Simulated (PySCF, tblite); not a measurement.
# C7H12BF: infrared bands, NMR shifts, electronic excitations and core binding energies in gas and solvents, part 3 of 3

tblite 0.8.0 and PySCF 2.14.0. Atoms count from 0.

**10. Shielding tensors: PBE0/pcSseg-1 in dichloromethane**

Job settings and geometry (Å):

```
{"job": {"kind": "nmr", "xc": "PBE0", "basis": "pcSseg-1", "solvent": "dichloromethane", "pop": false}, "charge": 0, "multiplicity": 1}
C      2.471413    -0.465221    -1.056185
C      1.256925    -0.032645    -0.680473
C      0.576455    -0.413339     0.613579
B      0.241575    -1.819335    -0.004098
C     -1.261042    -1.761415    -0.481109
C     -1.711607    -0.322268    -0.248018
F     -1.568373     0.395401    -1.432032
C     -0.785545     0.263752     0.829098
C     -0.785340     1.782817     0.882295
H      3.089296    -1.086420    -0.400207
H      2.892615    -0.189556    -2.026222
H      0.667388     0.552303    -1.392619
H      1.264793    -0.353955     1.467430
H      0.971448    -2.779624    -0.005601
H     -1.523343    -2.125734    -1.485570
H     -1.786915    -2.431573     0.228706
H     -2.774685    -0.226025     0.031992
H     -1.175514    -0.118120     1.790025
H     -0.135033     2.144646     1.692869
H     -0.424127     2.215278    -0.061776
H     -1.797842     2.178039     1.059895
```

Method: GIAO PBE0/pcSseg-1 NMR shielding, non-relativistic, IEF-PCM dichloromethane.

Log:

```text
coarse grid: 17216 points
cycle   1  E = -397.9916337912  dE =  9.983e-01  |g| = 5.758e-01  |ddm| = 3.985e+00
cycle   2  E = -397.9738593366  dE =  1.777e-02  |g| = 6.968e-01  |ddm| = 9.647e-01
cycle   3  E = -398.0623075670  dE = -8.845e-02  |g| = 7.246e-02  |ddm| = 5.467e-01
cycle   4  E = -398.0630556283  dE = -7.481e-04  |g| = 3.304e-02  |ddm| = 7.412e-02
cycle   5  E = -398.0632798411  dE = -2.242e-04  |g| = 5.719e-03  |ddm| = 2.796e-02
cycle   6  E = -398.0632858321  dE = -5.991e-06  |g| = 2.749e-03  |ddm| = 6.102e-03
final grid: 165736 points
cycle   7  E = -398.1248918426  dE = -7.158e-05  |g| = 8.603e-03  |ddm| = 5.075e-02
cycle   8  E = -398.1248853417  dE =  6.501e-06  |g| = 1.016e-02  |ddm| = 1.585e-02
cycle   9  E = -398.1249111839  dE = -2.584e-05  |g| = 1.156e-03  |ddm| = 8.086e-03
cycle  10  E = -398.1249114330  dE = -2.491e-07  |g| = 3.899e-04  |ddm| = 1.172e-03
cycle  11  E = -398.1249114662  dE = -3.319e-08  |g| = 1.019e-04  |ddm| = 4.302e-04
cycle  12  E = -398.1249114681  dE = -1.947e-09  |g| = 4.232e-05  |ddm| = 1.158e-04
cycle  13  E = -398.1249114685  dE = -3.591e-10  |g| = 6.041e-06  |ddm| = 3.807e-05
converged SCF energy = -398.1249114685

GIAO shielding tensors (ppm)
atom      isotropic    diamagn.    paramagn.     s11        s22        s33       span
  0 C       43.681     253.305    -209.625    -78.801     50.626    159.217    238.018
  1 C       52.908     258.912    -206.004    -61.041     64.862    154.904    215.945
  2 C      133.257     249.963    -116.706    112.100    137.515    150.155     38.055
  3 B       44.923     193.019    -148.095     -8.543     35.586    107.726    116.269
  4 C      149.633     253.374    -103.741    136.757    147.365    164.777     28.020
  5 C       84.015     243.763    -159.748     51.893     76.548    123.602     71.709
  6 F      390.418     478.067     -87.648    366.885    389.216    415.155     48.270
  7 C      140.319     248.880    -108.561    122.497    144.161    154.298     31.801
  8 C      171.365     245.338     -73.974    159.525    168.995    185.574     26.049
  9 H       25.585      29.976      -4.391     20.846     24.837     31.071     10.226
 10 H       25.053      28.574      -3.521     21.190     24.281     29.688      8.499
 11 H       25.645      32.964      -7.319     21.996     23.750     31.188      9.192
 12 H       28.341      32.457      -4.117     23.487     28.012     33.523     10.037
 13 H       25.506      30.446      -4.939     22.974     25.738     27.807      4.833
 14 H       29.290      29.082       0.208     25.467     27.487     34.916      9.448
 15 H       30.162      29.357       0.805     25.564     27.535     37.388     11.824
 16 H       26.206      30.346      -4.141     23.430     24.960     30.227      6.796
 17 H       29.344      32.689      -3.345     25.444     27.656     34.933      9.490
 18 H       30.047      29.206       0.841     25.256     27.900     36.985     11.729
 19 H       29.757      30.003      -0.245     25.601     29.196     34.475      8.874
 20 H       29.986      28.568       1.418     25.169     27.325     37.463     12.294
```

It took 81 s on 1 thread of Arm Neoverse N1, shared host; peak memory 1.3 GiB.

In short: δ C0 141.6, C1 132.4, C5 101.3, C2 52.1, H10 6.19, H13 5.74 ppm.

**11. Run by run: NMR shifts**

Shifts (ppm) of some atoms, chosen among heavy atoms and hydrogens apart, with basis size and wall time:

```
                             run     C0     C5    C2    C4   H17   H15      F6  functions  time
                   PBE0/pcSseg-1  139.9   99.5  51.1  35.0  1.70  0.83  -207.3        213  94 s
                wB97X-D/pcSseg-1  139.6   99.4  49.1  33.6  1.61  0.75  -202.0        213  95 s
        PBE0/pcSseg-1 in benzene  140.9  100.4  51.6  35.4  1.79  0.95  -208.9        213  84 s
PBE0/pcSseg-1 in dichloromethane  141.6  101.3  52.1  35.7  1.90  1.08  -210.3        213  81 s
```

The continuum's effect on the ground state:

```csv
solvent,ε,polarisation energy (Eh),μ (D)
benzene,2.27,-0.0023,1.51
dichloromethane,8.93,-0.0048,1.74
```

**12. Results**

This closing draws on all 3 parts.

| quantity | value |
| --- | --- |
| strongest single infrared mode (GFN2-xTB) | 2693 cm⁻¹, 122 km/mol |
| zero-point energy (GFN2-xTB) | 108.8 kcal/mol |
| point group | C1 |
| rotational constants (main isotopes) | 2.16, 1.49, 1.24 GHz |
| ¹³C shifts against TMS (PBE0/pcSseg-1) | 139.9, 131.1, 99.5, 51.1, 44.6, 35.0, 13.8 ppm |
| ¹H shifts against TMS (PBE0/pcSseg-1, means over atoms taken as alike) | 6.06, 5.84, 5.63, 5.53, 4.88, 2.80, 2.01, 1.70, 1.33, 0.83 ppm |
| ¹¹B shifts against BF3·OEt2 (PBE0/pcSseg-1) | 55.9 ppm |
| ¹⁹F shifts against CFCl3 (PBE0/pcSseg-1) | -207.3 ppm |
| surface potential, 1st and 99th percentile | -1.08 V and 0.83 V |
| lowest singlet (PBE0/def2-SVPD) | 5.31 eV (234 nm), f = 0.150 |
| lowest triplet | 3.61 eV |
| vertical ionisation energy (ΔSCF) | 9.11 eV |
| C1s binding energies, SCAN/pcX-2 | C5 292.48, C1 290.61, C7 290.56, C8 290.40, C0 290.08, C4 290.01, C2 289.98 eV |
| F1s binding energies, SCAN/pcX-2 | F6 691.79 eV |
| range of the shift of F6 (PBE0/pcSseg-1 runs) | -210.3 to -207.3 ppm |

**Reading.** No mode is imaginary among the 57: a minimum at this level. The strongest single mode, at 2693 cm⁻¹, moves mainly H13. Unscaled tight-binding wavenumbers are off by several per cent, some by more. Its intensities can rank the bands wrongly. Over 19 steps the energy fell by 0.280 eV; of the close pairs, B3–H13 changed most, 1.136 to 1.206 Å (PBE0/def2-SVP). C0 (terminal =CH2 carbon) lies farthest downfield among carbon, at 139.9 ppm; the olefinic region. At PBE0/pcSseg-1: The largest span, 236 ppm, is at C0, where the paramagnetic term is -209 ppm. By nearest atom (PBE0/pcSseg-1), the HOMO sits on C0 29 %; C1, C2 about 17 % each and the LUMO on B3 31 %; C0 23 %. The first singlet state (HOMO→LUMO 0.85) lies at 5.31 eV and is bright. The lowest triplet lies 1.70 eV below the lowest singlet (triplets in Tamm-Dancoff, singlets in full TDDFT). The C1s levels kept as sound span 2.50 eV, from C2 (allylic sp3 CH bonded to B) up to C5 (sp3 CH bonded to F). At one level, PBE0/pcSseg-1: In ppm, F6 moves most: its shift spreads over 3.0 ppm, from -210.3 (PBE0/pcSseg-1 in dichloromethane) to -207.3 (PBE0/pcSseg-1). The continuum holds electrostatics alone: no hydrogen bonds to the solvent, and the gas-phase geometry is kept.
